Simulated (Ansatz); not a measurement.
Working through a comparison of magnetic orders of CoS, space group P4/nmm

With the Ansatz DFT code, driven from Python.

Notebook, run cell by cell (the value of a cell's last expression is shown):

**Cell 1**
```python
import warnings

import ansatz as az
import numpy as np
```

**Cell 2**
```python
def count_gap(report):
    # lowest empty less highest filled band, counting bands; zero where they overlap
    return max(report.get('gap_by_band_count_ev') or 0.0, 0.0)

CELL = [
    (3.62337525, 0.0, 0.0),
    (0.0, 3.62337525, 0.0),
    (0.0, 0.0, 5.01288594),
]
ATOMS = [
    ('Co', (0.0, 0.0, 0.0)),
    ('Co', (0.5, 0.5, 0.0)),
    ('S', (0.5, 0.0, 0.7650949)),
    ('S', (0.0, 0.5, 0.2349051)),
]
```

**Cell 3**
```python
def ordered(moments):
    crystal = az.Crystal(lattice=az.Lattice.of(CELL))
    for (symbol, position), moment in zip(ATOMS, moments):
        crystal = crystal.atom(symbol, position, moment=moment or None)
    return crystal
```

**Cell 4**
```python
warnings.simplefilter('ignore', az.DeckWarning)
```

**Cell 5**
```python
# starting moments in muB, one an atom
orders = {
    'FM': [2.5, 2.5, 0, 0],
    'AFM': [2.5, -2.5, 0, 0],
}
```

**Cell 6**
```python
rows = []
for label, moments in orders.items():
    calculation = (
        ordered(moments).calculation()
        .functional('pbesol', dispersion='D3(BJ)')
        .initial_density(normalization='atom')
        .scf(tolerance=1e-05, lower_state_search='off')
        .occupations(az.OccupationsMethod.COLD)
        .basis(320)
        .kpoints(8, 8, 6)
        .spin('collinear')
        .band_table()
    )
    rep = calculation.run(threads=1).report
    rows.append((label, rep['free_energy_ev'], rep['magnetization_mub'], rep['absolute_magnetization_mub'], max(abs(m) for m in rep['site_moments_mub']), count_gap(rep)))
    print(label, 'site moments:', [round(m, 2) for m in rep['site_moments_mub']])
```
Output:
```text
FM site moments: [0.39, 0.39, 0.01, 0.01]
RunWarning: the starting moments were not kept: the SCF closed with an absolute magnetisation of 1.8e-5 μB, where they sum to 5 μB in size (2 sites). That is at most 0.1 of that sum. Measured as dr2_m measures the in/out step, that magnetisation stands 3.9e-10 eV from none, at or under the dr2_threshold of 1.0e-5 eV: [...]
AFM site moments: [0.0, -0.0, 0.0, 0.0]
```

**Cell 7**
```python
# the same cell with no spin polarisation
plain = ordered([0] * len(ATOMS)).calculation()
plain = plain.functional('pbesol', dispersion='D3(BJ)').initial_density(normalization='atom')
plain = plain.scf(tolerance=1e-05, lower_state_search='off').occupations(az.OccupationsMethod.COLD)
plain = plain.basis(320)
plain = plain.kpoints(8, 8, 6)
plain = plain.band_table()
rep = plain.run(threads=1).report
rows.append(('NM', rep['free_energy_ev'], 0.0, 0.0, 0.0, count_gap(rep)))
```

**Cell 8**
```python
lowest = min(row[1] for row in rows)
rows = [(row[0], 1000 * (row[1] - lowest) / 2, *row[2:]) for row in sorted(rows, key=lambda row: row[1])]
print('         order  meV/magnetic atom         net muB    absolute muB  largest site muB  gap by band count eV')
for row in rows:
    print(f'{str(row[0]):>14s}  {row[1]:17.2f}  {row[2]:14.3f}  {row[3]:14.3f}  {row[4]:16.3f}  {row[5]:20.3f}')
print('lowest of these starts:', rows[0][0])
```
Output:
```text
         order  meV/magnetic atom         net muB    absolute muB  largest site muB  gap by band count eV
            FM               0.00           0.787           0.857             0.386                 0.000
           AFM              15.70           0.000           0.000             0.000                 0.000
            NM              15.70           0.000           0.000             0.000                 0.000
lowest of these starts: FM
```

In order of energy: ferromagnetic (+0.0 meV an atom, largest site moment 0.39 μB), non-magnetic (+7.9 meV an atom, largest site moment 0.00 μB) and non-magnetic (+7.9 meV an atom, largest site moment 0.00 μB). These are the states reached from the starts typed.

These settings explore the input space; cutoff and mesh may be short of convergence. The cutoff lies under the one recommended for these potentials. The SCF didn't keep the moments it started from (some shrank, vanished or turned); what is printed is the state reached. Dispersion corrections can be off by several per cent in the lattices of metals, and by several GPa in the pressure at a fixed cell. For a metal this k-point mesh is coarse: on a finer one energies can move by several to tens of meV an atom and pressures by half a GPa or more, differences at one mesh by less. A gap by band count of zero or less means overlapping bands, a metal. This cell is a computed structure, which may not be the phase found in nature. Gaps and levels are Kohn-Sham values on a finite set of k-points. Warnings are shown shortened and without file and line. Each row is the state reached from that start at the given structure, not necessarily the lowest of its order; other orders weren't tried. The script silences the warnings on its input, which a real study should read. It ran for 53 s on 1 thread of Arm Neoverse V2, on a shared host, peak memory 0.45 GiB.
